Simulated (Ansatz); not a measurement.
**CH2ClFO2Si: how energies converge with the basis set**

How large a basis does CH2ClFO2Si need? Two functionals are run in growing sets.

Computed with Ansatz 0.2.0, Gaussian basis. Level: one geometry, several basis sets.

The runs, in order: PBE0-D4/def2-SVP; ωB97M-V/def2-SVP; PBE0-D4/def2-QZVPP; ωB97M-V/def2-QZVPP; the functionals' def2-TZVPP values are taken from earlier runs.

## (1) The geometry

The geometry comes from an earlier relaxation with PBE0-D4 in a triple-zeta def2 set; it is a stationary point, not always the lowest conformer.

SMILES `O[Si@]1(Cl)O[C@@H]1F`, 8 atoms, charge 0, spin multiplicity 1.

Atoms are counted from 1 here; the program's logs count them from 0.

Bond lengths: O1–Si2 1.615 Å, O1–H7 0.961 Å, Si2–Cl3 2.010 Å, Si2–O4 1.645 Å, Si2–C5 1.802 Å, O4–C5 1.459 Å, C5–F6 1.361 Å, C5–H8 1.088 Å. Angles: Si2–O1–H7 116.6°, O1–Si2–Cl3 107.1°, O1–Si2–O4 119.7°, O1–Si2–C5 125.2°, Cl3–Si2–O4 118.3°, Cl3–Si2–C5 125.0°, O4–Si2–C5 49.8°, Si2–O4–C5 70.7°, Si2–C5–O4 59.5°, Si2–C5–F6 120.3°, Si2–C5–H8 129.4°, O4–C5–F6 111.4°, O4–C5–H8 112.5°, F6–C5–H8 109.2°.

## (2) PBE0-D4 in def2-SVP

Contents of in.yaml:

```yaml
crystal:
  periodic: [false, false, false]
  atoms:
    - {symbol: O, position_ang: [1.850014, 0.183021, -0.499184]}
    - {symbol: Si, position_ang: [0.534235, 0.167694, 0.437336]}
    - {symbol: Cl, position_ang: [1.062687, 0.951039, 2.211732]}
    - {symbol: O, position_ang: [-0.458549, -1.144178, 0.428636]}
    - {symbol: C, position_ang: [-1.160015, -0.004087, -0.152892]}
    - {symbol: F, position_ang: [-1.409405, -0.196931, -1.476375]}
    - {symbol: H, position_ang: [1.768064, -0.229029, -1.363701]}
    - {symbol: H, position_ang: [-2.094930, 0.215370, 0.358650]}
basis:
  gaussian: {orbitals: def2-SVP}
hamiltonian: {xc: pbe0, dispersion: d4}
output: {orbitals: {seedname: orbitals}}
```

Further steps of the session: ωB97M-V in def2-SVP; PBE0-D4 in def2-QZVPP; ωB97M-V in def2-QZVPP.

Q: Predict the results of all the runs planned. Wanted: PBE0-D4: double and triple zeta above quadruple; ωB97M-V: double and triple zeta above quadruple.

The runs gave:

| quantity | value |
| --- | --- |
| PBE0-D4: double and triple zeta above quadruple | 18.23, 1.08 eV |
| ωB97M-V: double and triple zeta above quadruple | 18.30, 1.02 eV |

**Reading.** For PBE0-D4 the step from double to triple zeta gains 17.15 eV and the next only 1.08 eV. Total energies overstate the basis error of differences, where much of it tends to cancel. The LUMO of ωB97M-V is positive and keeps falling with the basis (1.99 to 1.08 eV): an unbound level that the basis holds in place.
